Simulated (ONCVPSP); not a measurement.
# An ONCV potential for molybdenum, from input to tests

Do these settings give a usable potential? It is generated, then checked for transferability, scattering, ghosts and hardness.

Method: ONCVPSP 4.0.1, PBE, scalar-relativistic.

**1. Starting point**

Typed settings, in words:

- element: molybdenum (Mo, Z = 42)
- type: optimised norm-conserving Vanderbilt (ONCV)
- frozen core: [Ar] 3d10
- valence charge: 14
- reference configuration: 4s2 4p6 4d5 (charge +1)
- partial waves: 4s: rc 1.80 bohr, ncon 4, nbas 9, qcut 6.4 1/bohr, 3 projectors, debl 0.4 Ha; 4p: rc 2.10 bohr, ncon 4, nbas 7, qcut 7.3 1/bohr, 2 projectors, debl 0.7 Ha; 4d: rc 1.55 bohr, ncon 4, nbas 8, qcut 5.3 1/bohr, 2 projectors, debl 3.7 Ha
- local potential: polynomial inside 1.30 bohr (lpopt 5, dvloc0 4 Ha)
- core correction: not asked for

An earlier all-electron run gives the scale for the radii.

All-electron outer shells of the reference configuration (PBE, scalar-relativistic, ld1.x):

```json
{"shell": "4s", "level (eV)": "-71.11", "outermost node (bohr)": "0.51", "outermost maximum (bohr)": "0.99"}
{"shell": "4p", "level (eV)": "-45.29", "outermost node (bohr)": "0.52", "outermost maximum (bohr)": "1.08"}
{"shell": "4d", "level (eV)": "-10.41", "outermost node (bohr)": "0.53", "outermost maximum (bohr)": "1.38"}
{"shell": "5s", "level (eV)": "-9.83", "outermost node (bohr)": "1.34", "outermost maximum (bohr)": "2.79"}
{"shell": "5p", "level (eV)": "-5.91", "outermost node (bohr)": "1.53", "outermost maximum (bohr)": "3.53"}
```

**2. The generation run**

Mo.dat

```
# ATOM AND REFERENCE CONFIGURATION
# atsym  z   nc   nv     iexc    psfile
  Mo 42.00    6    3        4      upf
#
#   n    l    f
    1    0    2.00
    2    0    2.00
    2    1    6.00
    3    0    2.00
    3    1    6.00
    3    2   10.00
    4    0    2.00
    4    1    6.00
    4    2    5.00
#
# PSEUDOPOTENTIAL AND OPTIMIZATION
# lmax
    2
#
#   l,   rc,      ep,       ncon, nbas, qcut
    0    1.80    0.00    4    9    6.40
    1    2.10    0.00    4    7    7.30
    2    1.55    0.00    4    8    5.30
#
# LOCAL POTENTIAL
# lloc, lpopt,  rc(5),   dvloc0
    4    5    1.30    4.00
#
# VANDERBILT-KLEINMAN-BYLANDER PROJECTORs
# l, nproj, debl
    0    3    0.40
    1    2    0.70
    2    2    3.70
#
# MODEL CORE CHARGE
# icmod, fcfact, rcfact
    0    0.00    0.00
#
# LOG DERIVATIVE ANALYSIS
# epsh1, epsh2, depsh
   -4.00    5.00    0.02
#
# OUTPUT GRID
# rlmax, drl
    6.00    0.01
#
# TEST CONFIGURATIONS
# ncnf
    4
# nvcnf
#   n    l    f
    4
    4    0    2.00
    4    1    6.00
    4    2    5.00
    5    0    1.00
#
    3
    4    0    2.00
    4    1    6.00
    4    2    4.00
#
    3
    4    0    2.00
    4    1    6.00
    4    2    3.00
#
    5
    4    0    2.00
    4    1    6.00
    4    2    4.00
    5    0    1.00
    5    1    1.00
#
```

Launch:

```sh
$ oncvpsp.x < Mo.dat > Mo.out
```

Q: Predict the outcome of this session. Wanted: cutoffs for 1 and 0.1 mHa per electron, occupied waves; bound ghosts; GHOST(+) flags; largest test error; largest phase difference near zero energy, channels read; projector energies reset by the program.

As calculated:

| quantity | value |
| --- | --- |
| cutoffs for 1 and 0.1 mHa per electron, occupied waves | 44 Ha and 92 Ha |
| bound ghosts | none found |
| GHOST(+) flags | s at 593 eV, s at 1068 eV (1 near or above the test basis's cutoff) |
| largest test error (AE − PS) | +5.7 meV, for 4s2 4p6 4d3 |
| largest phase difference near zero energy, channels read | 0.000 rad |
| projector energies reset by the program | s: -2.613, 0.250, 0.650 Ha; p: -1.664, 0.250 Ha |

By total energies transferability is good: the largest error is 5.7 meV on 42.2 eV, for 4s2 4p6 4d3. It counts as hard, with 44 Ha needed at the looser tolerance. At the looser tolerance the 4d wave is the slowest; 4s needs 15 Ha. The program's ghost test flags no bound state. Near zero energy the phases of the channels with partial waves agree within 0.001 rad. The program also flags highly localised states, GHOST(+) (s). These are tests on the free atom; a crystal test is still owed.
